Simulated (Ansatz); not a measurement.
# C₂H₉AlSi: a ladder of functionals and wavefunction methods

Aim: compute C₂H₉AlSi with functionals from several rungs and with coupled cluster, and see how far each lands from CCSD(T) at the basis-set limit for the atomisation energy.

The runs use Ansatz 0.2.0, Gaussian basis; functionals in def2-TZVPP, the program's frozen cores in correlated methods.

The runs, in order: LDA (SPW92), PBE-D4, revPBE-D4, BLYP-D4, r2SCAN-D4, B97M-V, PBE0-D4, B3LYP-D4, r2SCANh-D4, r2SCAN0-D4, HSE06-D4, BHLYP-D4, CAM-B3LYP-D4, LC-ωPBE, ωB97X-V, ωB97M-V, B2PLYP, PBE-QIDH; CCSD(T)/def2-SVP; CCSD(T)/def2-TZVPP; MP2/def2-QZVPP; extrapolation to the limit; RPA on PBE.

## (1) The geometry

All runs share one geometry, relaxed beforehand with PBE0-D4 in a triple-zeta def2 set.

13 atoms, charge 0, spin multiplicity 1.

Atoms are counted from 1 here; the program's logs count them from 0.

Bond lengths: C1–Al2 1.956 Å, C1–H5 1.096 Å, C1–H6 1.092 Å, C1–H7 1.096 Å, Al2–Si3 2.462 Å, Al2–H8 1.595 Å, Si3–C4 1.886 Å, Si3–H9 1.496 Å, Si3–H10 1.496 Å, C4–H11 1.092 Å, C4–H12 1.092 Å, C4–H13 1.092 Å. Angles: Al2–C1–H5 110.5°, Al2–C1–H6 113.7°, Al2–C1–H7 110.3°, H5–C1–H6 108.0°, H5–C1–H7 106.1°, H6–C1–H7 107.9°, C1–Al2–Si3 122.0°, C1–Al2–H8 118.2°, Si3–Al2–H8 119.8°, Al2–Si3–C4 114.1°, Al2–Si3–H9 109.8°, Al2–Si3–H10 109.7°, C4–Si3–H9 108.8°, C4–Si3–H10 108.8°, H9–Si3–H10 105.3°, Si3–C4–H11 110.8°, Si3–C4–H12 110.8°, Si3–C4–H13 111.1° and more.

## (2) LDA

This LDA is Slater exchange with PW92 correlation.

Contents of in.yaml:

```yaml
crystal:
  periodic: [false, false, false]
  atoms:
    - {symbol: C, position_ang: [-1.922846, 1.396536, -0.072723]}
    - {symbol: Al, position_ang: [-1.225018, -0.192340, -0.976039]}
    - {symbol: Si, position_ang: [0.947937, -1.185088, -0.379900]}
    - {symbol: C, position_ang: [1.859537, -0.273387, 0.996535]}
    - {symbol: H, position_ang: [-2.904067, 1.187812, 0.367903]}
    - {symbol: H, position_ang: [-1.271199, 1.773703, 0.718407]}
    - {symbol: H, position_ang: [-2.079763, 2.206452, -0.794162]}
    - {symbol: H, position_ang: [-2.105277, -0.849604, -2.132500]}
    - {symbol: H, position_ang: [1.829106, -1.238850, -1.587991]}
    - {symbol: H, position_ang: [0.755358, -2.610629, 0.032270]}
    - {symbol: H, position_ang: [1.262567, -0.255489, 1.911174]}
    - {symbol: H, position_ang: [2.060831, 0.761084, 0.709122]}
    - {symbol: H, position_ang: [2.813335, -0.754799, 1.222805]}
basis:
  gaussian: {orbitals: def2-TZVPP}
hamiltonian: {xc: lda}
output: {orbitals: {seedname: orbitals}}
```

The runs that follow: PBE-D4 (GGA); revPBE-D4 (GGA); BLYP-D4 (GGA); r2SCAN-D4 (meta-GGA); B97M-V (meta-GGA); PBE0-D4 (hybrid); B3LYP-D4 (hybrid); r2SCANh-D4 (hybrid); r2SCAN0-D4 (hybrid); HSE06-D4 (hybrid); BHLYP-D4 (hybrid); CAM-B3LYP-D4 (range-separated); LC-ωPBE (range-separated); ωB97X-V (range-separated); ωB97M-V (range-separated); B2PLYP (double hybrid); PBE-QIDH (double hybrid); CCSD(T) in def2-SVP; CCSD(T) in def2-TZVPP; MP2 in def2-QZVPP; RPA on PBE orbitals.

Before running them: what should the planned runs give, taken together? Wanted: atomisation energy, CCSD(T)/CBS; farthest beyond LDA; mean size of error, GGA; mean size of error, meta-GGA; mean size of error, hybrid; mean size of error, range-separated; mean size of error, double hybrid; gap, smallest and largest; T1 diagnostic.

The runs gave:

```
                               quantity                                                                                                   value
        atomisation energy, CCSD(T)/CBS                                                                                         1034.3 kcal/mol
functionals within 5.2 kcal/mol (0.5 %)  PBE-D4, r2SCAN-D4, PBE0-D4, B3LYP-D4, r2SCANh-D4, r2SCAN0-D4, HSE06-D4, CAM-B3LYP-D4, ωB97X-V, ωB97M-V
                    farthest beyond LDA                                                                              revPBE-D4 (-16.4 kcal/mol)
                mean size of error, GGA                                                                                            9.5 kcal/mol
           mean size of error, meta-GGA                                                                                            4.2 kcal/mol
             mean size of error, hybrid                                                                                            5.1 kcal/mol
    mean size of error, range-separated                                                                                            3.2 kcal/mol
      mean size of error, double hybrid                                                                                           10.7 kcal/mol
              gap, smallest and largest                                                               3.47 eV (LDA (SPW92)), 10.02 eV (LC-ωPBE)
                          T1 diagnostic                                                                                                  0.0107
triples share of the correlation energy                                                                                                   3.5 %
```

The LDA atomisation energy is off by 110.6 kcal/mol (11 %): it overbinds. PBE-D4 misses by +0.2 kcal/mol. Double hybrids carry the basis error of their MP2 part in triple zeta, and no dispersion term here, so their miss is partly the set-up's. The rungs range-separated, meta-GGA, hybrid miss on average by less than the doubt on the reference (5.2 kcal/mol), so they tie. The reference freezes the cores and leaves out relativity and excitations past (T), so misses under about 5.2 kcal/mol can't be ranked. Hartree-Fock recovers 77 % of the binding; the rest is correlation. CCSD(T) in def2-SVP is off by -52.0 kcal/mol, so the small basis spoils what the method gains. The gap grows from 3.5 to 10.0 eV across the functionals, mostly with the share of exact exchange.
